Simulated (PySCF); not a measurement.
# One shape, several levels: SiH2O2F (SMILES O[Si](O)F)

Aim: a comparison of 6 runs (U-r2SCAN/aug-cc-pVDZ, U-revPBE/aug-cc-pVDZ, U-wB97X/aug-cc-pVDZ, UM06-2X/aug-cc-pVDZ, UPBE/aug-cc-pVDZ, UPBE0/aug-cc-pVDZ) of SiH2O2F. The job is set up through a Python script.

The calculation is run with PySCF 2.14.0.

## Step 1: Starting point

SiH2O2F: 6 atoms, total charge 0, spin state doublet. As SMILES, `O[Si](O)F`. The coordinates come from a PBE0-D4/def2-TZVP relaxation. This is one conformer, not always the lowest.

Bond lengths: O1–Si2 1.630 Å, Si2–O3 1.639 Å, Si2–F4 1.594 Å, O1–H5 0.959 Å, O3–H6 0.959 Å. Angles: O1–Si2–O3 107.8°, O1–Si2–F4 105.4°, O3–Si2–F4 111.3°, Si2–O1–H5 117.1°, Si2–O3–H6 117.8°.

## Step 2: The energy at U-r2SCAN/aug-cc-pVDZ (run 1)

run.py reads:

```python
# O[Si](O)F
from pyscf import gto, dft

mol = gto.M(
    atom='''
O     -1.676754     1.950197    -1.183535
Si     0.723576     0.049511    -0.843763
O      0.654412    -1.059569     2.047329
F      0.301222    -2.142760    -2.865392
H     -1.987236     3.134678     0.153257
H      2.064148    -2.053376     2.604987
''',
    verbose=4,
    charge=0,
    basis='aug-cc-pvdz',
    spin=1,
    unit='bohr',
    max_memory=1860,
)

mf = dft.UKS(mol, xc='r2scan')
mf.grids.level = 5
mf.conv_tol = 1e-10
mf.kernel()
if not mf.converged:
    mf = mf.newton().run(mf.mo_coeff, mf.mo_occ)

energy = mf.e_tot
print('Final energy', energy)
```

Command:

```console
$ OMP_NUM_THREADS=1 python run.py
```

What it wrote:

```text
<dir> SyntaxWarning: invalid escape sequence '\W'
  S = {(paw_set(r)[0], bool(re.search(r"spin_orbit\W+true|paw_fr", str((r.get("files") or {}).get("input") or "")) or re.search("(?i)spin.orbit\W+(value\W+)?(true|yes)|value\W+spin-orbit", json.dumps(r.get("inputs"), default=str)))) for r in records}

PySCF version 2.14.0

[... 58 lines left out ...]
WARN: HOMO -0.191767488048345 >= LUMO -0.191767488048344
[... 50 lines left out ...]
converged SCF energy = -540.982681138564  <S^2> = 0.75234587  2S+1 = 2.0023445
Final energy -540.9826811385636
```

Run time: 1.7 min. Hardware: 1 thread of Arm Neoverse V1, shared host; peak memory 0.69 GiB.

## Step 3: The energy at U-revPBE/aug-cc-pVDZ (run 2)

run.py reads:

```python
from pyscf import gto, dft

mol = gto.Mole()
mol.atom = [
    ('O', (-0.887300, 1.032000, -0.626300)),
    ('Si', (0.382900, 0.026200, -0.446500)),
    ('O', (0.346300, -0.560700, 1.083400)),
    ('F', (0.159400, -1.133900, -1.516300)),
    ('H', (-1.051600, 1.658800, 0.081100)),
    ('H', (1.092300, -1.086600, 1.378500)),
]
mol.basis = 'aug-cc-pvdz'
mol.max_memory = 1860
mol.charge = 0
mol.spin = 1
mol.verbose = 3
mol.build()

calc0 = dft.UKS(mol)
calc0.xc = 'revpbe'
calc0.conv_tol = 1e-10
calc0.grids.level = 5
calc0.kernel()
if not calc0.converged:
    calc0 = calc0.newton().run(calc0.mo_coeff, calc0.mo_occ)

etot = calc0.e_tot
print('E(%s) = %.9f' % ('REVPBE', etot))
```

Command:

```console
$ OMP_NUM_THREADS=1 python run.py
```

What it wrote:

```text
<dir> SyntaxWarning: invalid escape sequence '\W'
  S = {(paw_set(r)[0], bool(re.search(r"spin_orbit\W+true|paw_fr", str((r.get("files") or {}).get("input") or "")) or re.search("(?i)spin.orbit\W+(value\W+)?(true|yes)|value\W+spin-orbit", json.dumps(r.get("inputs"), default=str)))) for r in records}

converged SCF energy = -540.969677654416  <S^2> = 0.75166886  2S+1 = 2.0016682
E(REVPBE) = -540.969677654
```

Run time: 43 s. Hardware: 1 thread of Arm Neoverse V1, shared host; peak memory 0.63 GiB.

Run 3 isn't shown in full; the table further down has it.

## Step 4: The energy at UM06-2X/aug-cc-pVDZ (run 4)

run.py reads:

```python
from pyscf import gto, dft

mol = gto.M(
    atom='''
O     -1.676754     1.950197    -1.183535
Si     0.723576     0.049511    -0.843763
O      0.654412    -1.059569     2.047329
F      0.301222    -2.142760    -2.865392
H     -1.987236     3.134678     0.153257
H      2.064148    -2.053376     2.604987
''',
    unit='bohr',
    verbose=3,
    spin=1,
    basis='aug-cc-pvdz',
    max_memory=1860,
    charge=0,
)

mf = dft.UKS(mol, xc='m06-2x')
mf.conv_tol = 1e-10
mf.grids.level = 5
mf.kernel()
if not mf.converged:
    mf = mf.newton().run(mf.mo_coeff, mf.mo_occ)

e_tot = mf.e_tot
print('E(%s) = %.9f' % ('M06-2X', e_tot))
```

Command:

```console
$ OMP_NUM_THREADS=1 python run.py
```

What it wrote:

```text
<dir> SyntaxWarning: invalid escape sequence '\W'
  S = {(paw_set(r)[0], bool(re.search(r"spin_orbit\W+true|paw_fr", str((r.get("files") or {}).get("input") or "")) or re.search("(?i)spin.orbit\W+(value\W+)?(true|yes)|value\W+spin-orbit", json.dumps(r.get("inputs"), default=str)))) for r in records}

WARN: HOMO -0.182678113755496 >= LUMO -0.182678113755495

converged SCF energy = -541.015157871703  <S^2> = 0.7525796  2S+1 = 2.0025779
E(M06-2X) = -541.015157872
```

It took 1.8 min on 1 thread of Arm Neoverse V1, shared host; peak memory 0.69 GiB.

Run 5 isn't shown in full; the table further down has it.

## Step 5: A single-point energy at UPBE0/aug-cc-pVDZ (run 6)

run.py reads:

```python
# O[Si](O)F
from pyscf import gto, dft

mol = gto.M(
    atom=[
    ('O', (-0.887300, 1.032000, -0.626300)),
    ('Si', (0.382900, 0.026200, -0.446500)),
    ('O', (0.346300, -0.560700, 1.083400)),
    ('F', (0.159400, -1.133900, -1.516300)),
    ('H', (-1.051600, 1.658800, 0.081100)),
    ('H', (1.092300, -1.086600, 1.378500)),
],
    verbose=3,
    max_memory=1860,
    basis='aug-cc-pvdz',
    spin=1,
)

myscf = dft.UKS(mol, xc='pbe0')
myscf.grids.level = 5
myscf.conv_tol = 1e-10
myscf.kernel()
if not myscf.converged:
    myscf = myscf.newton().run(myscf.mo_coeff, myscf.mo_occ)

e_tot = myscf.e_tot
print('E = %.10f Eh' % e_tot)
```

Command:

```console
$ OMP_NUM_THREADS=1 python run.py
```

What it wrote:

```text
<dir> SyntaxWarning: invalid escape sequence '\W'
  S = {(paw_set(r)[0], bool(re.search(r"spin_orbit\W+true|paw_fr", str((r.get("files") or {}).get("input") or "")) or re.search("(?i)spin.orbit\W+(value\W+)?(true|yes)|value\W+spin-orbit", json.dumps(r.get("inputs"), default=str)))) for r in records}

WARN: HOMO -0.190681619437633 >= LUMO -0.190681619437634

converged SCF energy = -540.743142367974  <S^2> = 0.75160708  2S+1 = 2.0016064
E = -540.7431423680 Eh
```

Wall time 46 s (1 thread of Arm Neoverse V1, shared host); peak memory 0.63 GiB.

## Step 6: Overview of the runs

```csv
run,level,energy (Eh),dipole moment (D),HOMO energy (eV),LUMO energy (eV),wall time
1,U-r2SCAN/aug-cc-pVDZ,-540.982681,2.48,-5.58,-2.89,1.7 min
2,U-revPBE/aug-cc-pVDZ,-540.969678,2.39,-5.21,-3.31,43 s
3,U-wB97X/aug-cc-pVDZ,-541.048681,2.56,-8.76,-1.35,67 s
4,UM06-2X/aug-cc-pVDZ,-541.015158,2.61,-7.48,-2.91,1.8 min
5,UPBE/aug-cc-pVDZ,-540.716350,2.40,-5.24,-3.46,44 s
6,UPBE0/aug-cc-pVDZ,-540.743142,2.54,-6.52,-2.51,46 s
```

## Step 7: Outcome

```
                                 quantity          value
                      run 6: total energy  -540.74314 Eh
                     run 6: dipole moment         2.54 D
run 6: HOMO energy (highest over α and β)       -6.52 eV
 run 6: LUMO energy (lowest over α and β)       -2.51 eV
                              run 6: ⟨S²⟩          0.752
```

**Reading.** The dipole moment (its size) runs from 2.39 D (U-revPBE/aug-cc-pVDZ) to 2.61 D (UM06-2X/aug-cc-pVDZ). Totals of different functionals can't be ranked against each other. All runs together took 6.9 min, the longest 1.8 min.
